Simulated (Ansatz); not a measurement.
# PPt: relaxation of cell and atoms with PBE

PPt:

```
Pt P
1.0
     3.74303    0.00000    0.00000
    -1.87151    3.24156    0.00000
     0.00000    0.00000    6.35374
Pt P
2 2
Direct
  0.33333 0.66667 0.37190
  0.66667 0.33333 0.87190
  0.33333 0.66667 0.00310
  0.66667 0.33333 0.50310
```

The cell comes from a database or a generator and needn't be the stable form of this composition.

```yaml
Program: Ansatz 0.2.0
Task: relaxation of cell and atoms
Functional: PBE
Potentials_or_basis: Ansatz PAW
Cutoff: "420 eV (not typed: the program's choice for these potentials)"
k_mesh: 8 × 8 × 4
Occupations: fermi-dirac, width 0.05 eV
Spin: no spin polarisation
```

| Item | Value |
| --- | --- |
| Relaxed volume | 19.17 Å³/atom |
| Relaxed cell | a = 3.678 Å, b = 3.678 Å, c = 6.546 Å, α = 90.00°, β = 90.00°, γ = 120.00° |
| Space group after relaxing (to 0.05 Å) | P6_3mc (No. 186) |
| Energy gained by relaxing | 3.4 meV/atom |
| Ionic steps | 7 |
| Pressure after relaxing | 0.0 GPa |
| Band gap on the k mesh | none (metal or under the smearing width) |

Step by step:
```
step  energy change (eV)  largest force (eV/Å)  volume (Å³)
   1              0.0000                0.1353        77.09
   2             -0.0064                0.0499        77.07
   3             -0.0118                0.1424        76.78
   4             -0.0124                0.0923        76.62
   5             -0.0138                0.0005        76.62
   6             -0.0138                0.0006        76.70
   7             -0.0138                0.0001        76.70
```

Final structure:
```
Pt P
1.0
     3.67836    0.00000    0.00000
    -1.83918    3.18556    0.00000
     0.00000    0.00000    6.54557
Pt P
2 2
Direct
  0.33333 0.66667 0.36734
  0.66667 0.33333 0.86734
  0.33333 0.66667 0.00766
  0.66667 0.33333 0.50766
```

Levels at points of the mesh, in eV from the Fermi level:
```tsv
k point	band 21	band 22	band 23	band 24	band 25	band 26
(0.00, 0.00, 0.00)	-3.26	1.90	1.90	2.91	3.77	4.08
(0.00, 0.00, -0.50)	-0.56	-0.56	2.77	2.77	2.77	2.77
(0.00, -0.50, 0.00)	-2.44	-2.41	-1.75	-0.65	0.64	2.06
(0.00, -0.50, -0.50)	-2.88	-2.88	-0.08	-0.08	0.71	0.71
```

It took 24 s on 2 threads of Arm Neoverse V2, on a shared host, peak memory 0.36 GiB.

Caveat: the plane-wave basis is chosen anew once the cell has moved, so the energies of steps on either side of that aren't comparable. The run has no spin-orbit coupling, so splittings on Pt are missing.
